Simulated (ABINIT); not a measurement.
Input of an ABINIT 10.8.3 (patched build) run:

run.abi

```
ndtset 7
getwfk -1
scalecart1 3*0.9795861087
scalecart2 3*0.9864848297
scalecart3 3*0.9932883884
scalecart4 3*1.0000000000
scalecart5 3*1.0066227096
scalecart6 3*1.0131594038
scalecart7 3*1.0196128224

pp_dirpath "./"
pseudos "In.GGA_PBE-JTH.xml, Ga.GGA_PBE-JTH.xml, P.GGA_PBE-JTH.xml"

acell 13.2947059917 13.2947059917 13.2947059917
rprim
     0.2881731564     0.1663768494     0.9430137729
    -0.2881731564     0.1663768494     0.9430137729
     0.0000000000    -0.3327536988     0.9430137729
ntypat 3
znucl 49 31 15
natom 4
typat 1 2 3 3
xred
     0.4997530000     0.4997530000     0.4997530000
     0.9997810000     0.9997810000     0.9997810000
     0.3700420000     0.3700420000     0.3700420000
     0.8804250000     0.8804250000     0.8804250000

ecut 22.0
pawecutdg 44.0
pawxcdev 0

kptopt 1
ngkpt 8 8 8
nshiftk 1
shiftk 0.0 0.0 0.0

ixc 11

nband 22
occopt 3
tsmear 0.00183747

nstep 100
tolvrs 1.0e-9

iomode 3
prtwf 1
prtden 0
prteig 0
prtebands 0
```

Potentials or basis: JTH PAW PBE v2.0.

Launch:

```bash
$ abinit run.abi > log 2>&1
```

(1) Estimate the pressure derivative of the bulk modulus.

(2) What does it give for the equilibrium volume?

(3) Predict the bulk modulus at fixed shape and positions.

Answers

(1) 4.7.

(2) 23.66 Å³/atom.

(3) 66 GPa.

Caveat: pressures at fixed basis lie under the slope of the energies; the cell was scaled at fixed shape and fractional positions, which overstates the stiffness of a crystal with free parameters, most of all of layers and chains.
